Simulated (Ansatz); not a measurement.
# SnH4S + HBr: a complex and its separated parts

The complex below is one end of an elementary step. How strongly is it bound against its free parts?

Program: Ansatz 0.2.0, Gaussian basis. Level of theory: PBE0-D4/def2-TZVP structures, single points in def2-TZVPP, no counterpoise correction. These are calculated values, not measurements.

Levels: SPW92, PBE-D4, BLYP-D4, r2SCAN-D4, B97M-V, PBE0-D4, B3LYP-D4, r2SCAN0-D4, BHLYP-D4, CAM-B3LYP-D4, wB97X-V, wB97M-V, B2PLYP, PBE-QIDH, RPA on PBE, Hartree-Fock, MP2, CCSD, CCSD(T).

Cores are frozen in the correlated methods. Filled d shells of the heavier atoms are correlated. Core potentials replace the inner electrons past krypton, and spin-orbit coupling is left out. B3LYP uses VWN-RPA correlation. B2PLYP carries no dispersion term here.

88 further runs of the same task are left out: 88 set aside as unsound or not needed.

## (1) Where the work starts

The complex: 8 atoms, charge 0, spin multiplicity 1.

Atoms are counted from 1 here; the program's logs count them from 0.

Bond lengths: Sn1–H3 1.697 Å, Sn1–H4 1.699 Å, Sn1–H5 1.703 Å, Sn1–S7 2.427 Å, Br2–H6 1.453 Å, S7–H8 1.344 Å. Angles: H3–Sn1–H4 113.1°, H3–Sn1–H5 112.0°, H3–Sn1–S7 104.0°, H4–Sn1–H5 111.5°, H4–Sn1–S7 107.9°, H5–Sn1–S7 107.9°, Sn1–S7–H8 94.2°.

Coordinates:

```xyz
8
charge 0, multiplicity 1
Sn   -1.18610   -0.15096   -0.33686
Br    2.70366   -1.47676    0.67029
H    -0.96028   -1.11144   -1.71794
H    -1.06909   -1.03002    1.11271
H    -2.63429    0.74224   -0.41115
H     2.02736   -0.26210    0.24678
S     0.66266    1.41996   -0.40668
H     0.45599    1.86917    0.84275
```

Its parts: SnH4S holds atoms 1, 3, 4, 5, 7, 8; HBr holds atoms 2, 6. Each part counts its atoms afresh in its own runs.

## (2) Relaxing SnH4S alone

Input file relax-a/in.yaml:

```yaml
crystal:
  periodic: [false, false, false]
  atoms:
    - {symbol: Sn, position_ang: [-1.186101, -0.150964, -0.336855]}
    - {symbol: H, position_ang: [-0.960280, -1.111441, -1.717939]}
    - {symbol: H, position_ang: [-1.069090, -1.030019, 1.112705]}
    - {symbol: H, position_ang: [-2.634292, 0.742243, -0.411149]}
    - {symbol: S, position_ang: [0.662658, 1.419963, -0.406677]}
    - {symbol: H, position_ang: [0.455991, 1.869172, 0.842752]}
basis:
  gaussian: {orbitals: def2-TZVP}
hamiltonian: {xc: pbe0, dispersion: d4}
relax: {f_tol: 0.005, max_steps: 200}
```

Run with:

```console
$ ansatz run in.yaml --threads 4 --pin off --events-out ev --progress --plain --max-ram 9574MiB
```

The program printed, shortened:

```text
Functional definition: PBE0
  name "PBE0"
  cite "Adamo & Barone, J. Chem. Phys. 110, 6158 (1999) doi:10.1063/1.478522"
  cite "Perdew, Burke & Ernzerhof, Phys. Rev. Lett. 77, 3865 (1996) doi:10.1103/PhysRevLett.77.3865"
  parent pbe
[...]
908 factors; their error is unknown
[...]
mean field -16728.77259306 eV, -614.7710536256 hartree, gradient 1.3e-5 eV, S^2 0.000000; 0 other end points of the search recorded, 0 dependent functions left out
[...]
reference -16728.77262617 eV, -614.7710548423 hartree; 21, 21 occupied and 90, 90 virtual orbitals, 908 factors
[...]
reference -16728.78030789 eV, -614.7713371404 hartree; 21, 21 occupied and 90, 90 virtual orbitals, 908 factors
Total energy: -16728.87078311 eV, -614.7746620436 hartree
Atom 0 at    -1.156181    -0.145505    -0.325740 Å, force     0.000681     0.002011    -0.001302 eV/Å
Atom 1 at    -0.980935    -1.096563    -1.724993 Å, force    -0.000773    -0.000835     0.000140 eV/Å
Atom 2 at    -1.094062    -1.098903     1.087113 Å, force    -0.000121     0.000730    -0.000163 eV/Å
Atom 3 at    -2.602253     0.758012    -0.363683 Å, force    -0.000759    -0.001389     0.000743 eV/Å
Atom 4 at     0.724549     1.353408    -0.366259 Å, force     0.001481     0.000547     0.001403 eV/Å
Atom 5 at     0.377768     1.968506     0.776399 Å, force    -0.000510    -0.001064    -0.000823 eV/Å
Dipole moment:    -0.266842    -0.109488     0.137486 e Å
```

Wall time 11 s (4 threads of Arm Neoverse V1, shared host).

The steps of the relaxation:

```
step  energy from step 1 (eV)  largest force component (eV/Å)
   1                   0.0000                          0.3111
   2                  -0.0004                          0.1606
   3                  -0.0061                          0.0677
   4                  -0.0066                          0.0500
   5                  -0.0073                          0.0417
   6                  -0.0076                          0.0032
   7                  -0.0076                          0.0307
   8                  -0.0077                          0.0111
   9                  -0.0077                          0.0019
  10                  -0.0077                          0.0081
  11                  -0.0077                          0.0020
```

Distances of close pairs at the start and the end, largest changes first:

```
  bond  before (Å)  after (Å)  change (Å)
Sn1–S5       2.427      2.405      -0.022
Sn1–H3       1.699      1.706      +0.006
Sn1–H2       1.697      1.701      +0.004
Sn1–H4       1.703      1.706      +0.002
 S5–H6       1.344      1.343      -0.000
```

## (3) Relaxing HBr alone

Input file relax-b/in.yaml:

```yaml
crystal:
  periodic: [false, false, false]
  atoms:
    - {symbol: Br, position_ang: [2.703659, -1.476758, 0.670285]}
    - {symbol: H, position_ang: [2.027357, -0.262095, 0.246778]}
basis:
  gaussian: {orbitals: def2-TZVP}
hamiltonian: {xc: pbe0, dispersion: d4}
relax: {f_tol: 0.005, max_steps: 200}
```

Run with:

```console
$ ansatz run in.yaml --threads 4 --pin off --events-out ev --progress --plain --max-ram 9574MiB
```

The program printed, shortened:

```text
[... 5 set-up lines as earlier in the session ...]
[...]
457 factors; their error is unknown
[...]
mean field -70054.55952397 eV, -2574.4575778199 hartree, gradient 1.0e-5 eV, S^2 0.000000; 0 other end points of the search recorded, 0 dependent functions left out
[...]
reference -70054.57279928 eV, -2574.4580656788 hartree; 18, 18 occupied and 36, 36 virtual orbitals, 457 factors
Total energy: -70054.57831856 eV, -2574.4582685085 hartree
Atom 0 at     2.696005    -1.463011     0.665492 Å, force     0.001470    -0.002640     0.000920 eV/Å
Atom 1 at     2.035011    -0.275842     0.251571 Å, force    -0.001470     0.002640    -0.000920 eV/Å
Dipole moment:    -0.092290     0.165757    -0.057793 e Å
```

Wall time 0.9 s (4 threads of Arm Neoverse V1, shared host).

Along the way:

```
step  energy from step 1 (eV)  largest force component (eV/Å)
   1                   0.0000                          0.6574
   2                  -0.0130                          0.0986
   3                  -0.0132                          0.0026
```

The bond:

```
  bond  before (Å)  after (Å)  change (Å)
Br1–H2       1.453      1.420      -0.033
```

## (4) SPW92/def2-TZVPP

Input file parta/in.yaml:

```yaml
crystal:
  periodic: [false, false, false]
  atoms:
    - {symbol: Sn, position_ang: [-1.156181, -0.145505, -0.325740]}
    - {symbol: H, position_ang: [-0.980935, -1.096563, -1.724993]}
    - {symbol: H, position_ang: [-1.094062, -1.098903, 1.087113]}
    - {symbol: H, position_ang: [-2.602253, 0.758012, -0.363683]}
    - {symbol: S, position_ang: [0.724549, 1.353408, -0.366259]}
    - {symbol: H, position_ang: [0.377768, 1.968506, 0.776399]}
basis:
  gaussian: {orbitals: def2-TZVPP}
hamiltonian: {xc: lda}
```

Input file partb/in.yaml:

```yaml
crystal:
  periodic: [false, false, false]
  atoms:
    - {symbol: Br, position_ang: [2.696005, -1.463011, 0.665492]}
    - {symbol: H, position_ang: [2.035011, -0.275842, 0.251571]}
basis:
  gaussian: {orbitals: def2-TZVPP}
hamiltonian: {xc: lda}
```

Each run has its own folder and the same command.

Run with:

```console
$ ansatz run in.yaml --threads 4 --pin off --events-out ev --progress --plain --max-ram 9574MiB
```

Output in parta, shortened:

```text
Functional definition: SPW92
  name "SPW92"
  cite "Dirac, Proc. Camb. Phil. Soc. 26, 376 (1930) doi:10.1017/S0305004100016108"
  cite "Slater, Phys. Rev. 81, 385 (1951) doi:10.1103/PhysRev.81.385"
  cite "Perdew & Wang, Phys. Rev. B 45, 13244 (1992) doi:10.1103/PhysRevB.45.13244"
[...]
908 factors; their error is unknown
[...]
mean field -16684.87881748 eV, -613.1579871253 hartree, gradient 2.2e-5 eV, S^2 0.000000; 0 other end points of the search recorded, 0 dependent functions left out
reference -16684.87886031 eV, -613.1579886992 hartree; 21, 21 occupied and 127, 127 virtual orbitals, 908 factors
Total energy: -16684.87886031 eV, -613.1579886992 hartree
```

partb printed, shortened:

```text
[... 5 set-up lines as earlier in the session ...]
[...]
435 factors; their error is unknown
[...]
mean field -69965.45699765 eV, -2571.1831203736 hartree, gradient 5.9e-6 eV, S^2 0.000000; 0 other end points of the search recorded, 0 dependent functions left out
reference -69965.45701870 eV, -2571.1831211471 hartree; 18, 18 occupied and 44, 44 virtual orbitals, 435 factors
Total energy: -69965.45701870 eV, -2571.1831211471 hartree
```

Wall times: 0.45 s (parta), 0.15 s (partb) on 4 threads of Arm Neoverse V1, shared host.

## (5) PBE-D4/def2-TZVPP

The same edit goes into each in.yaml of step 4 (parta, partb):

```diff
-hamiltonian: {xc: lda}
+hamiltonian: {xc: pbe, dispersion: d4}
```

The same command starts each run, in its folder.

Run with:

```console
$ ansatz run in.yaml --threads 4 --pin off --events-out ev --progress --plain --max-ram 9574MiB
```

parta printed, shortened:

```text
Functional definition: PBE
  name "PBE"
[... 2 set-up lines as earlier in the session ...]
[...]
908 factors; their error is unknown
[...]
mean field -16727.50171157 eV, -614.7243495923 hartree, gradient 2.0e-5 eV, S^2 0.000000; 0 other end points of the search recorded, 0 dependent functions left out
reference -16727.50175707 eV, -614.7243512643 hartree; 21, 21 occupied and 127, 127 virtual orbitals, 908 factors
Total energy: -16727.60878276 eV, -614.7282843861 hartree
```

Log of partb, shortened:

```text
[... 4 set-up lines as earlier in the session ...]
[...]
435 factors; their error is unknown
[...]
mean field -70052.13664874 eV, -2574.3685387975 hartree, gradient 1.9e-5 eV, S^2 0.000000; 0 other end points of the search recorded, 0 dependent functions left out
reference -70052.13667140 eV, -2574.3685396302 hartree; 18, 18 occupied and 44, 44 virtual orbitals, 435 factors
Total energy: -70052.14345641 eV, -2574.3687889749 hartree
```

Wall times: 0.75 s (parta), 0.2 s (partb) on 4 threads of Arm Neoverse V1, shared host.

## (6) BLYP-D4/def2-TZVPP

Each input of step 5 (parta, partb) changes in the same lines:

```diff
-hamiltonian: {xc: pbe, dispersion: d4}
+hamiltonian: {xc: {name: BLYP}, dispersion: d4}
```

Each run has its own folder and the same command.

Run with:

```console
$ ansatz run in.yaml --threads 4 --pin off --events-out ev --progress --plain --max-ram 9574MiB
```

parta printed, shortened:

```text
Functional definition: BLYP
  name "BLYP"
  cite "Becke, Phys. Rev. A 38, 3098 (1988) doi:10.1103/PhysRevA.38.3098"
  cite "Lee, Yang & Parr, Phys. Rev. B 37, 785 (1988) doi:10.1103/PhysRevB.37.785"
[...]
908 factors; their error is unknown
[...]
mean field -16730.71099444 eV, -614.8422885625 hartree, gradient 7.5e-5 eV, S^2 0.000000; 0 other end points of the search recorded, 0 dependent functions left out
reference -16730.71134722 eV, -614.8423015269 hartree; 21, 21 occupied and 127, 127 virtual orbitals, 908 factors
Total energy: -16730.94088856 eV, -614.8507370155 hartree
```

Output in partb, shortened:

```text
[... 4 set-up lines as earlier in the session ...]
[...]
435 factors; their error is unknown
[...]
mean field -70063.39680087 eV, -2574.7823417559 hartree, gradient 8.4e-5 eV, S^2 0.000000; 0 other end points of the search recorded, 0 dependent functions left out
reference -70063.39700924 eV, -2574.7823494134 hartree; 18, 18 occupied and 44, 44 virtual orbitals, 435 factors
Total energy: -70063.41298105 eV, -2574.7829363666 hartree
```

Times: 0.85 s (parta), 0.2 s (partb) on 4 threads of Arm Neoverse V1, shared host.

## (7) r2SCAN-D4/def2-TZVPP

Each input of step 6 (parta, partb) changes in the same lines:

```diff
-hamiltonian: {xc: {name: BLYP}, dispersion: d4}
+hamiltonian: {xc: r2scan, dispersion: d4}
```

The same command starts each run, in its folder.

Run with:

```console
$ ansatz run in.yaml --threads 4 --pin off --events-out ev --progress --plain --max-ram 9574MiB
```

Log of parta, shortened:

```text
Functional definition: r2SCAN
  name "r2SCAN"
  cite "Furness, Kaplan, Ning, Perdew & Sun, J. Phys. Chem. Lett. 11, 8208 (2020) doi:10.1021/acs.jpclett.0c02405"
  cite "Furness, Kaplan, Ning, Perdew & Sun, J. Phys. Chem. Lett. 11, 9248 (2020) doi:10.1021/acs.jpclett.0c03077"
  parent r2scan
[...]
908 factors; their error is unknown
[...]
mean field -16733.93047573 eV, -614.9606023178 hartree, gradient 3.3e-5 eV, S^2 0.000000; 0 other end points of the search recorded, 0 dependent functions left out
reference -16733.93048924 eV, -614.9606028142 hartree; 21, 21 occupied and 127, 127 virtual orbitals, 908 factors
Total energy: -16733.95391224 eV, -614.9614635933 hartree
```

Output in partb, shortened:

```text
[... 5 set-up lines as earlier in the session ...]
[...]
435 factors; their error is unknown
[...]
mean field -70062.28305499 eV, -2574.7414123498 hartree, gradient 2.3e-5 eV, S^2 0.000000; 0 other end points of the search recorded, 0 dependent functions left out
reference -70062.28306110 eV, -2574.7414125742 hartree; 18, 18 occupied and 44, 44 virtual orbitals, 435 factors
Total energy: -70062.28452018 eV, -2574.7414661945 hartree
```

Wall times: 1.6 s (parta), 0.55 s (partb) on 4 threads of Arm Neoverse V1, shared host.

## (8) B97M-V/def2-TZVPP

Each input of step 7 (parta, partb) changes in the same lines:

```diff
-hamiltonian: {xc: r2scan, dispersion: d4}
+hamiltonian: {xc: {name: B97M-V}}
```

One command serves all of them, each in its own folder.

Run with:

```console
$ ansatz run in.yaml --threads 4 --pin off --events-out ev --progress --plain --max-ram 9574MiB
```

parta printed, shortened:

```text
Functional definition: B97M-V
  name "B97M-V"
  cite "Mardirossian & Head-Gordon, J. Chem. Phys. 142, 074111 (2015) doi:10.1063/1.4907719"
  cite "Becke, J. Chem. Phys. 107, 8554 (1997) doi:10.1063/1.475007"
  cite "Vydrov & Van Voorhis, J. Chem. Phys. 133, 244103 (2010) doi:10.1063/1.3521275"
  # Of w^i u^j: cxij and so on, Table III.
[...]
  gx(w, u) = cx00 + cx01*u + cx02*u^2 + (cx10 + cx11*u)*w
[...]
  gos(w, u) = cos00 + cos01*u + cos03*u^3 + cos10*w + cos32*w^3*u^2
[...]
      + integral(e_c_pw_mod_opposite_spin*gos(b97_w_opposite, b97_u_opposite)) + vv10(b, c)
908 factors; their error is unknown
[...]
mean field -16729.98791597 eV, -614.8157159187 hartree, gradient 3.8e-5 eV, S^2 0.000000; 0 other end points of the search recorded, 0 dependent functions left out
reference -16729.98798269 eV, -614.8157183707 hartree; 21, 21 occupied and 127, 127 virtual orbitals, 908 factors
Total energy: -16729.98798269 eV, -614.8157183707 hartree
```

Output in partb, shortened:

```text
[... 5 set-up lines as earlier in the session ...]
  # Of w^i u^j: cxij and so on, Table III.
[...]
  gx(w, u) = cx00 + cx01*u + cx02*u^2 + (cx10 + cx11*u)*w
[...]
  gos(w, u) = cos00 + cos01*u + cos03*u^3 + cos10*w + cos32*w^3*u^2
[...]
      + integral(e_c_pw_mod_opposite_spin*gos(b97_w_opposite, b97_u_opposite)) + vv10(b, c)
435 factors; their error is unknown
[...]
mean field -70050.13094438 eV, -2574.2948305218 hartree, gradient 1.6e-5 eV, S^2 0.000000; 0 other end points of the search recorded, 0 dependent functions left out
reference -70050.13097623 eV, -2574.2948316921 hartree; 18, 18 occupied and 44, 44 virtual orbitals, 435 factors
Total energy: -70050.13097623 eV, -2574.2948316921 hartree
```

Times: 2.7 s (parta), 0.7 s (partb) on 4 threads of Arm Neoverse V1, shared host.

## (9) PBE0-D4/def2-TZVPP

Each input of step 8 (parta, partb) changes in the same lines:

```diff
-hamiltonian: {xc: {name: B97M-V}}
+hamiltonian: {xc: pbe0, dispersion: d4}
+output: {orbitals: {seedname: orbitals}}
```

Each run has its own folder and the same command.

Run with:

```console
$ ansatz run in.yaml --threads 4 --pin off --events-out ev --progress --plain --max-ram 9574MiB
```

parta printed, shortened:

```text
[... 5 set-up lines as earlier in the session ...]
[...]
1012 factors; their error is unknown
[...]
mean field -16728.81333121 eV, -614.7725507249 hartree, gradient 1.4e-5 eV, S^2 0.000000; 0 other end points of the search recorded, 0 dependent functions left out
reference -16728.81336348 eV, -614.7725519107 hartree; 21, 21 occupied and 127, 127 virtual orbitals, 1012 factors
Total energy: -16728.90383871 eV, -614.7758768142 hartree
```

Output in partb, shortened:

```text
[... 5 set-up lines as earlier in the session ...]
[...]
472 factors; their error is unknown
[...]
mean field -70054.59430924 eV, -2574.4588561550 hartree, gradient 7.1e-6 eV, S^2 0.000000; 0 other end points of the search recorded, 0 dependent functions left out
reference -70054.59432650 eV, -2574.4588567892 hartree; 18, 18 occupied and 44, 44 virtual orbitals, 472 factors
Total energy: -70054.59984578 eV, -2574.4590596190 hartree
```

Times: 1 s (parta), 0.25 s (partb) on 4 threads of Arm Neoverse V1, shared host.

## (10) B3LYP-D4/def2-TZVPP

The same edit goes into each in.yaml of step 9 (parta, partb):

```diff
-hamiltonian: {xc: pbe0, dispersion: d4}
-output: {orbitals: {seedname: orbitals}}
+hamiltonian: {xc: {name: B3LYP}, dispersion: d4}
```

Each run has its own folder and the same command.

Run with:

```console
$ ansatz run in.yaml --threads 4 --pin off --events-out ev --progress --plain --max-ram 9574MiB
```

parta printed, shortened:

```text
Functional definition: B3LYP
  name "B3LYP"
  cite "Stephens, Devlin, Chabalowski & Frisch, J. Phys. Chem. 98, 11623 (1994) doi:10.1021/j100096a001"
[... 2 set-up lines as earlier in the session ...]
  cite "Vosko, Wilk & Nusair, Can. J. Phys. 58, 1200 (1980) doi:10.1139/p80-159"
[...]
964 factors; their error is unknown
[...]
mean field -16735.18755010 eV, -615.0067989486 hartree, gradient 1.2e-5 eV, S^2 0.000000; 0 other end points of the search recorded, 0 dependent functions left out
reference -16735.18780827 eV, -615.0068084363 hartree; 21, 21 occupied and 127, 127 virtual orbitals, 964 factors
Total energy: -16735.36334050 eV, -615.0132591265 hartree
```

Output in partb, shortened:

```text
[... 6 set-up lines as earlier in the session ...]
[...]
472 factors; their error is unknown
[...]
mean field -70063.59658657 eV, -2574.7896837449 hartree, gradient 6.2e-6 eV, S^2 0.000000; 0 other end points of the search recorded, 0 dependent functions left out
reference -70063.59674375 eV, -2574.7896895214 hartree; 18, 18 occupied and 44, 44 virtual orbitals, 472 factors
Total energy: -70063.60787710 eV, -2574.7900986642 hartree
```

They took 1.1 s (parta), 0.25 s (partb) on 4 threads of Arm Neoverse V1, shared host.

## (11) r2SCAN0-D4/def2-TZVPP

Each input of step 10 (parta, partb) changes in the same lines:

```diff
-hamiltonian: {xc: {name: B3LYP}, dispersion: d4}
+hamiltonian: {xc: {name: r2SCAN0}, dispersion: d4}
```

One command serves all of them, each in its own folder.

Run with:

```console
$ ansatz run in.yaml --threads 4 --pin off --events-out ev --progress --plain --max-ram 9574MiB
```

Log of parta, shortened:

```text
Functional definition: r2SCAN0
  name "r2SCAN0"
  cite "Bursch, Neugebauer, Ehlert & Grimme, J. Chem. Phys. 156, 134105 (2022) doi:10.1063/5.0086040"
[... 3 set-up lines as earlier in the session ...]
[...]
1012 factors; their error is unknown
[...]
mean field -16733.07065637 eV, -614.9290045389 hartree, gradient 2.9e-5 eV, S^2 0.000000; 0 other end points of the search recorded, 0 dependent functions left out
reference -16733.07066697 eV, -614.9290049285 hartree; 21, 21 occupied and 127, 127 virtual orbitals, 1012 factors
Total energy: -16733.09941489 eV, -614.9300613952 hartree
```

Output in partb, shortened:

```text
[... 6 set-up lines as earlier in the session ...]
[...]
472 factors; their error is unknown
[...]
mean field -70062.25261272 eV, -2574.7402936171 hartree, gradient 7.3e-6 eV, S^2 0.000000; 0 other end points of the search recorded, 0 dependent functions left out
reference -70062.25261761 eV, -2574.7402937966 hartree; 18, 18 occupied and 44, 44 virtual orbitals, 472 factors
Total energy: -70062.25433245 eV, -2574.7403568158 hartree
```

They took 1.8 s (parta), 0.55 s (partb) on 4 threads of Arm Neoverse V1, shared host.

## (12) BHLYP-D4/def2-TZVPP

Each input of step 11 (parta, partb) changes in the same lines:

```diff
-hamiltonian: {xc: {name: r2SCAN0}, dispersion: d4}
+hamiltonian: {xc: {name: BHLYP}, dispersion: d4}
```

The same command starts each run, in its folder.

Run with:

```console
$ ansatz run in.yaml --threads 4 --pin off --events-out ev --progress --plain --max-ram 9574MiB
```

Log of parta, shortened:

```text
Functional definition: BHLYP
  name "BHLYP"
  cite "Becke, J. Chem. Phys. 98, 1372 (1993) doi:10.1063/1.464304"
[... 2 set-up lines as earlier in the session ...]
[...]
1055 factors; their error is unknown
[...]
mean field -16730.50143626 eV, -614.8345874414 hartree, gradient 7.4e-5 eV, S^2 0.000000; 0 other end points of the search recorded, 0 dependent functions left out
reference -16730.50160628 eV, -614.8345936893 hartree; 21, 21 occupied and 127, 127 virtual orbitals, 1055 factors
Total energy: -16730.65872768 eV, -614.8403677943 hartree
```

Output in partb, shortened:

```text
[... 5 set-up lines as earlier in the session ...]
[...]
514 factors; their error is unknown
[...]
mean field -70062.48033923 eV, -2574.7486624119 hartree, gradient 8.4e-6 eV, S^2 0.000000; 0 other end points of the search recorded, 0 dependent functions left out
reference -70062.48044708 eV, -2574.7486663753 hartree; 18, 18 occupied and 44, 44 virtual orbitals, 514 factors
Total energy: -70062.48830654 eV, -2574.7489552052 hartree
```

Times: 1 s (parta), 0.25 s (partb) on 4 threads of Arm Neoverse V1, shared host.

(Part 1 of 2 ends here.)
